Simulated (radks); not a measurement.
# Kr⁴⁺ in [Ar] 3d10 4s2 4p2: an all-electron calculation

One table from this session's results is given with a row withheld; the runs are named, their logs left out.

The numbers are computed with radks (a radial shooting solver on a logarithmic mesh, Libxc functionals) version 1 (Dirac Kohn-Sham, BLYP, spin-unpolarised, spherical densities, point nucleus; open shells are shared between the two j in proportion to 2j + 1), except any that are marked as measured or tabulated.

### Starting point

- element: krypton (Z = 36)
- charge: +4
- electrons: 32
- configuration: [Ar] 3d10 4s2 4p2

Outer shells as boxes (Hund's rule):

Kr⁴⁺
```
[Ar] core
3d [↑↓][↑↓][↑↓][↑↓][↑↓]
4s [↑↓]
4p [↑ ][↑ ][  ]
```

The first run:

Settings of this run:

```text
Z 36
configuration [Ar] 3d10 4s2 4p2 5s0 4d0
relativity Dirac
functional b88,lyp
spin unpolarised
j_filling average
nucleus point
c 137.035999084
```

Steps of the session up to this table: Self-consistent calculation.

One of the session's tables, all rows but one given; the rest of the session is left out.

It belongs to the step «Orbitals and density». Radial moments (bohr):

| level | <r> | outermost maximum (interpolated) | 90 % within | nodes |
| --- | --- | --- | --- | --- |
| 1s1/2 | 0.04148 | 0.0271 | 0.0742 | 0 |
| 2s1/2 | 0.1832 | 0.154 | 0.284 | 1 |
| 2p1/2 | 0.1573 | 0.121 | 0.257 | 0 |
| 2p3/2 | 0.1613 | 0.124 | 0.263 | 0 |
| 3s1/2 | 0.5298 | 0.467 | 0.788 | 2 |
| 3p1/2 | 0.5326 | 0.457 | 0.812 | 1 |
| 3p3/2 | 0.5431 | 0.466 | 0.828 | 1 |
| 3d3/2 | 0.5499 | 0.409 | 0.899 | 0 |
| 3d5/2 | 0.5537 | 0.411 | 0.905 | 0 |
| 4s1/2 | ? | ? | ? | ? |
| 4p1/2 | 1.585 | 1.40 | 2.33 | 2 |
| 4p3/2 | 1.609 | 1.42 | 2.36 | 2 |
| 4d3/2 | 2.118 | 1.83 | 3.17 | 1 |
| 4d5/2 | 2.125 | 1.84 | 3.18 | 1 |
| 5s1/2 | 3.082 | 2.97 | 4.34 | 4 |

**Question.** Estimate the row for 4s1/2.

As computed: <r>: 1.429; outermost maximum (interpolated): 1.28; 90 % within: 2.08; nodes: 3. In the column «<r>» it lies between 3d5/2 (0.5537) and 4p1/2 (1.585).

Limits of these values: Spin polarisation and multiplet splitting are left out.
